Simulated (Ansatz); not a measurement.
**SiH₃Se+: single points off equilibrium**

The task here is to estimate one member of a computed series from the others.

Method: single points in def2-TZVPP; program: Ansatz 0.2.0, Gaussian basis.

Cores are frozen in the correlated methods. Filled d shells of the heavier atoms are correlated. B3LYP uses VWN-RPA correlation.

### The system as given

SMILES `[SiH2+][SeH]`, 5 atoms, charge 1, spin multiplicity 1.

Atoms are counted from 1 here; the program's logs count them from 0.

Bond lengths: Si1–Se2 2.130 Å, Si1–H3 1.572 Å, Si1–H4 1.467 Å, Se2–H5 1.388 Å. Angles: Se2–Si1–H3 122.1°, Se2–Si1–H4 127.3°, H3–Si1–H4 110.4°, Si1–Se2–H5 99.7°.

Coordinates:

```
atom     x (Å)     y (Å)     z (Å)
 Si1  -0.08430  -0.60750   0.07670
 Se2   1.18650   1.10000  -0.01170
  H3  -0.77100  -1.07010   1.41280
  H4  -0.37420  -1.55630  -1.00330
  H5   0.24050   2.08270  -0.27080
```

The first run:

Contents of run/in.yaml:

```yaml
crystal:
  periodic: [false, false, false]
  atoms:
    - {symbol: Si, position_ang: [-0.084300, -0.607500, 0.076700]}
    - {symbol: Se, position_ang: [1.186500, 1.100000, -0.011700]}
    - {symbol: H, position_ang: [-0.771000, -1.070100, 1.412800]}
    - {symbol: H, position_ang: [-0.374200, -1.556300, -1.003300]}
    - {symbol: H, position_ang: [0.240500, 2.082700, -0.270800]}
basis:
  gaussian: {orbitals: def2-TZVPP}
total_charge: 1
correlation: {method: ccsd_t}
output: {forces: true}
```

No record of the launch command was kept for these runs.

Among the steps run: CCSD(T)/def2-TZVPP; PBE0-D4/def2-TZVPP; wB97M-V/def2-TZVPP; r2SCAN-D4/def2-TZVPP; PBE-D4/def2-TZVPP; B3LYP-D4/def2-TZVPP; revPBE-D4/def2-TZVPP.

One table of the session follows, with a row left open; its other results are not shown here.

```
   method  RMS force component (eV/Å)  angle to CCSD(T) forces (°)
  CCSD(T)                       1.273                    reference
  PBE0-D4                           ?                            ?
  wB97M-V                       1.283                          2.0
r2SCAN-D4                       1.246                          4.7
   PBE-D4                       1.318                          9.2
 B3LYP-D4                       1.322                          2.6
revPBE-D4                       1.345                          8.8
```

Estimate the missing values for PBE0-D4.

**Answer.** RMS force component (eV/Å): 1.268; angle to CCSD(T) forces (°): 4.8. In the column «RMS force component (eV/Å)» it lies between r2SCAN-D4 (1.246) and CCSD(T) (1.273).
